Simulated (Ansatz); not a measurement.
# CoO: the cost of one run

Program: Ansatz 0.2.0. Level of theory: DFT PBE+U (U_eff = 8 eV on Co d), plane waves, PAW. These are calculated values, not measurements.

### 1 The system as given

Symmetry: Fm-3m, No. 225, cubic system. Conventional cell: a = 4.263 Å, b = 4.263 Å, c = 4.263 Å, α = 90.00°, β = 90.00°, γ = 90.00°. Co (site symmetry m-3m) is surrounded by 6 O at 2.13 Å. O (site symmetry m-3m) is surrounded by 6 Co at 2.13 Å.

As a file:

```
Co O
1.0
     0.00000    2.13150    2.13150
     2.13150    0.00000    2.13150
     2.13150    2.13150    0.00000
Co O
1 1
Direct
  0.00000 0.00000 0.00000
  0.50000 0.50000 0.50000
```

Magnetic order typed: ferromagnetic.

An earlier series on this cell reached its lowest free state from «from atoms, default search», perhaps among other starts.

### 2 Random orbitals: single harmonics, second filling

Input file input.yaml:

```yaml
crystal:
  lattice:
    - [0.0, 2.13150166, 2.13150166]
    - [2.13150166, 0.0, 2.13150166]
    - [2.13150166, 2.13150166, 0.0]
  atoms:
    - { symbol: Co, position: [0.0, 0.0, 0.0], spin: 1.0 }
    - { symbol: O, position: [0.5, 0.5, 0.5] }
basis:
  ecutwfc: 420
  ecutrho_ratio: 4
kpoints:
  mp_grid: { grid: [8, 8, 8] }
hamiltonian:
  xc: pbe
  hubbard:
    sites:
      - { site: 0, l: d, u_eff: 8.0, starting_ns: [{ spin: up, occupation_matrix: s0up }, { spin: down, occupation_matrix: s0down }] }
    occupation_matrices:
      s0up:
        matrix:
          - [0.02, 0.0, 0.0, 0.0, 0.0]
          - [0.0, 0.97, 0.0, 0.0, 0.0]
          - [0.0, 0.0, 0.97, 0.0, 0.0]
          - [0.0, 0.0, 0.0, 0.97, 0.0]
          - [0.0, 0.0, 0.0, 0.0, 0.97]
      s0down:
        matrix:
          - [0.02, 0.0, 0.0, 0.0, 0.0]
          - [0.0, 0.97, 0.0, 0.0, 0.0]
          - [0.0, 0.0, 0.02, 0.0, 0.0]
          - [0.0, 0.0, 0.0, 0.97, 0.0]
          - [0.0, 0.0, 0.0, 0.0, 0.97]
    ns_hold: until_converged
scf:
  occupations: { method: gaussian, width: 0.05 }
  lower_state_search: "off"
  max_iter: 150
output:
  forces: true
  stress: true
  eigenvalues: true
  populations: true
  hubbard: { sites: [{ site: 0, l: d }] }
magnetization:
  spin_polarized: true
```

The typed matrices put 0.97 on the chosen orbitals and 0.02 on the others, and are held until the SCF converges, then released.

On the command line:

```console
ansatz run input.yaml --threads 2 --pin off --max-ram 3072MiB --backend cpu --events-out ev --progress --plain --runs-dir out
```

**Question.** How long does this run take on 2 threads of Intel Xeon 6975P-C (Granite Rapids), shared host, and how much memory does it need?

About 9 s, with a peak of 0.37 GiB.
